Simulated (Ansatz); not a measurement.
# C2H4SSi: an energy map over bond length C1–H5 and angle S2–C1–H5

A grid of calculations on C₂H₄SSi, SMILES CSC#[SiH], to see where the energy is lowest and how it rises around there.

Computed with Ansatz 0.2.0. Level: RKS wB97X-V/def2-SVP.

## Step 1: The starting structure

SMILES `CSC#[SiH]`, 8 atoms, charge 0, spin multiplicity 1.

Atoms are counted from 1 here; the program's logs count them from 0.

Bond lengths: C1–S2 1.855 Å, C1–H5 1.106 Å, C1–H6 1.106 Å, C1–H7 1.108 Å, S2–C3 1.625 Å, C3–Si4 1.729 Å, Si4–H8 1.537 Å. Angles: S2–C1–H5 109.2°, S2–C1–H6 109.0°, S2–C1–H7 107.1°, H5–C1–H6 110.5°, H5–C1–H7 110.4°, H6–C1–H7 110.6°, C1–S2–C3 106.9°, S2–C3–Si4 167.3°, C3–Si4–H8 92.5°.

As a file:

```xyz
8

C     0.0443    1.4722   -0.4288
S     0.8453    0.3774    0.8370
C     0.1288   -1.0768    0.7234
Si   -0.7810   -2.5307    0.9443
H     0.1993    1.0385   -1.4346
H    -1.0360    1.5521   -0.2034
H     0.5314    2.4650   -0.3563
H     0.0679   -3.2978   -0.0816
```

This geometry comes from a loose relaxation at PBE in a small basis, which is not shown.

## Step 3: Plan of the scan

First coordinate, bond length C1–H5: 9 values from 0.923 to 1.429 Å. Second coordinate, angle S2–C1–H5: 9 values from 74.5 to 144.5 °.

Nothing else is relaxed (all other coordinates rigid). Energies count from the relaxed molecule at the same level. Points are written as (first, second).

(The set-up runs are not shown.)

## Step 4: The run at (1.113 Å, 109.5°)

Contents of input.yaml:

```yaml
crystal:
  periodic: [false, false, false]
  atoms:
    - { symbol: C, position_ang: [0.052114, 1.418763, -0.424372] }
    - { symbol: S, position_ang: [0.856206, 0.346571, 0.818286] }
    - { symbol: C, position_ang: [0.059821, -1.056971, 0.789549] }
    - { symbol: Si, position_ang: [-0.806822, -2.539577, 0.947819] }
    - { symbol: H, position_ang: [0.178743, 0.973798, -1.436666] }
    - { symbol: H, position_ang: [-1.015414, 1.519227, -0.183159] }
    - { symbol: H, position_ang: [0.545132, 2.402014, -0.381177] }
    - { symbol: H, position_ang: [0.131465, -3.067742, -0.138121] }
basis:
  gaussian: { orbitals: def2-SVP }
hamiltonian:
  xc: { name: wB97X-V }
output:
  forces: true
```

The run is started by

```sh
> ansatz run input.yaml --threads 1 --pin off --max-ram 2560MiB --backend cpu --events-out ev --progress --plain --runs-dir out
```

Further runs follow: all other points of the grid.

Before running it: what results should come out? Wanted: lowest point; highest computed point; largest force on an atom.

As calculated:

| quantity | value |
| --- | --- |
| lowest point | (1.113 Å, 109.5°), 0.31 kJ/mol |
| highest computed point | (1.429 Å, 144.5°), 205 kJ/mol above the lowest |
| largest force on an atom (eV/Å) | 0.5 at (1.113 Å, 109.5°) to 12.4 at (0.923 Å, 144.5°); 0.5 at the lowest point |
| time for the whole task | 16 min on 1 thread, shared host |

What this shows: The lowest computed point is at (1.113 Å, 109.5°), 0.31 kJ/mol from the relaxed molecule at the same level. The grid is coarse, so the true minimum lies between grid points and may sit elsewhere than the lowest one. No other kind of well shows on this grid. The highest computed point, (1.429 Å, 144.5°), lies 205 kJ/mol above the lowest. Round the minimum the two coordinates are nearly uncoupled.
